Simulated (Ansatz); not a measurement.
BeCo, space group Pm-3m, a test of the smearing width

Run with Ansatz 0.2.0 through its Python package.

`smear_beco.py`:
```python
"""How the energy of BeCo depends on the smearing."""

import csv

import ansatz
from pymatgen.core import Lattice, Structure
from pymatgen.io.ase import AseAtomsAdaptor

pmg_structure = Structure(
    Lattice([(2.606, 0.0, 0.0), (0.0, 2.606, 0.0), (0.0, 0.0, 2.606)]),
    ["Be", "Co"],
    [
        (0.0, 0.0, 0.0),
        (0.5, 0.5, 0.5),
    ],
)
xtal = ansatz.Crystal.from_ase(AseAtomsAdaptor.get_atoms(pmg_structure)).moments(Co=3.2)

job = (
    xtal.calculation()
    .basis(21 * ansatz.Ha)
    .kpoints(10)
    .functional(ansatz.Functional.LDA)
    .spin("collinear")
    .pseudopotentials("paw")
)

rows = []
for value in [0.5, 0.3, 0.2, 0.1]:
    r = job.occupations("fermi_dirac", width=value).run().report
    rows.append((value, r["free_energy_ev"] / len(r["lattice"]["sites"]), r["n_iterations"], r["magnetization_mub"], r["n_kpoints"]))

with open("smear.csv", "w", newline="") as handle:
    writer = csv.writer(handle)
    writer.writerow(["width (eV)", "F/atom (eV)", "iterations", "moment (muB)", "k-points"])
    writer.writerows([round(v, 5) if isinstance(v, float) else v for v in row] for row in rows)

# the last row is the reference
for row in rows[:-1]:
    shift = 1000 * (row[1] - rows[-1][1])
    print(f"{row[0]}: {shift:+.2f} meV/atom" + ("  (within 5 meV)" if abs(shift) < 5 else ""))
```

Running `python smear_beco.py` prints:
```text
DeckWarning: where an SCF of this run starts from atoms to list the orders of its open shells, Co (site 1, from 0) starts with 3.00 μB on its 3d shell, in the place of the 3.20 μB that the deck gives it: its open shells can hold no more by Hund's first rule. [...]
RunWarning: the starting moments were not kept: the SCF closed with an absolute magnetisation of 1.4e-6 μB, where they sum to 3.2 μB in size (1 site). That is at most 0.1 of that sum. Measured as dr2_m measures the in/out step, that magnetisation stands [...]
RunWarning: the net moment that the starting moments add up to was not kept: the SCF closed with a net magnetisation of 2.8e-1 μB in size, at most 0.1 of the 3.2 μB that the starting moments add up to as vectors. Its absolute magnetisation is 3.3e-1 μB, where [...]
0.5: -333.79 meV/atom
0.3: -123.30 meV/atom
0.2: -49.54 meV/atom
```
(Warnings from the package without file and line, shortened, repeats left out.)

It writes `smear.csv`:
```csv
width (eV),F/atom (eV),iterations,moment (muB),k-points
0.5,-2576.1781,11,0.0,56
0.3,-2575.9676,12,-0.0,56
0.2,-2575.89385,14,-0.0,56
0.1,-2575.8443,13,0.28686,56
```

Going from 0.1 to 0.5 eV changes F by -333.8 meV an atom. With this scheme F falls roughly as the square of the width; the report's estimate for zero width (energy_sigma0_ev) moves by only -36.0 meV.

Caveats:
- The SCF didn't keep the moments it started from (some shrank, vanished or turned); what is printed is the state reached.
- For a metal this k-point mesh is coarse: on a finer one energies can move by several to tens of meV an atom and pressures by half a GPa or more, differences at one mesh by less.
- The overall sign of a collinear moment is arbitrary, and semilocal functionals can give small moments to compounds that are paramagnetic.
- A Fermi-Dirac width this large means warm electrons, whose thermal share enters the free energy.
- The narrowest width needs the finest mesh, so the last row is no converged reference.
- The starting cell is as deposited in a crystallographic database; the results hold for this polymorph, which needn't be the stable one.
- Run time: 15 s on 1 thread of Arm Neoverse V2, with other jobs on the host, peak memory 0.44 GiB.
